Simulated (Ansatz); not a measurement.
What does this script print? It uses Ansatz 0.2.0, Python API.

The script reads `POSCAR_mgcd3`:
```text
MgCd3
1.0
   0.00000000    3.54032500    3.54032500
   3.54032500    0.00000000    3.54032500
   3.54032500    3.54032500    0.00000000
Mg Cd
1 3
Direct
   0.50000000    0.50000000    0.50000000
   0.00000000    0.00000000    0.00000000
   0.25000000    0.25000000    0.25000000
   0.75000000    0.75000000    0.75000000
```

Script `mgcd3.py`:
```python
"""k-point test for MgCd3."""

import logging
import sys

import ansatz as az
from ase.io import read
from tabulate import tabulate

logging.basicConfig(stream=sys.stdout, format="%(levelname)s:%(name)s:%(message)s")
log = logging.getLogger("mgcd3")
log.setLevel(logging.INFO)


def main() -> None:
    atoms = read("POSCAR_mgcd3", format="vasp")
    structure = az.Crystal.from_ase(atoms)

    job = (
        structure.calculation()
        .basis(16 * az.Ha)
        .occupations("methfessel_paxton", width=0.15)  # the run then minimises F = E - TS
        .functional("pbesol", dispersion="d3bjatm")
    )

    rows = []
    for value in [(2, 2, 2), (3, 3, 3), (4, 4, 4), (5, 5, 5), (6, 6, 6), (7, 7, 7)]:
        data = job.kpoints(*value).run(threads=1).report
        rows.append((value, data["free_energy_ev"] / len(data["lattice"]["sites"]), data["n_iterations"], data["n_kpoints"]))

    print(tabulate(rows, headers=["mesh", "F/atom (eV)", "iterations", "k-points"], floatfmt=".4f", tablefmt="plain"))

    # the last row is the reference
    for row in rows[:-1]:
        shift = 1000 * (row[1] - rows[-1][1])
        log.info(f"{row[0]}: {shift:+.2f} meV/atom" + ("  (within 5 meV)" if abs(shift) < 5 else ""))


if __name__ == "__main__":
    main()
```

```console
$ python mgcd3.py
mesh         F/atom (eV)    iterations    k-points
(2, 2, 2)     -6615.8696             7           3
(3, 3, 3)     -6616.3447             6           4
(4, 4, 4)     -6616.3881             6           8
(5, 5, 5)     -6616.4011             6          10
(6, 6, 6)     -6616.4032             6          16
(7, 7, 7)     -6616.4110             7          20
INFO:mgcd3:(2, 2, 2): +541.44 meV/atom
INFO:mgcd3:(3, 3, 3): +66.37 meV/atom
INFO:mgcd3:(4, 4, 4): +22.95 meV/atom
INFO:mgcd3:(5, 5, 5): +9.97 meV/atom
INFO:mgcd3:(6, 6, 6): +7.83 meV/atom
```

Dispersion corrections can be off by several per cent in the lattices of metals, and by several GPa in the pressure at a fixed cell. This cell is a computed structure, which may not be the phase found in nature. Shifts are counted from the finest mesh, which is itself no proven limit. Timing: 8.8 s on 1 thread of Arm Neoverse V2 (shared host), peak memory 0.47 GiB.

(Lines on the test bed's own set-up are left out of the output.)
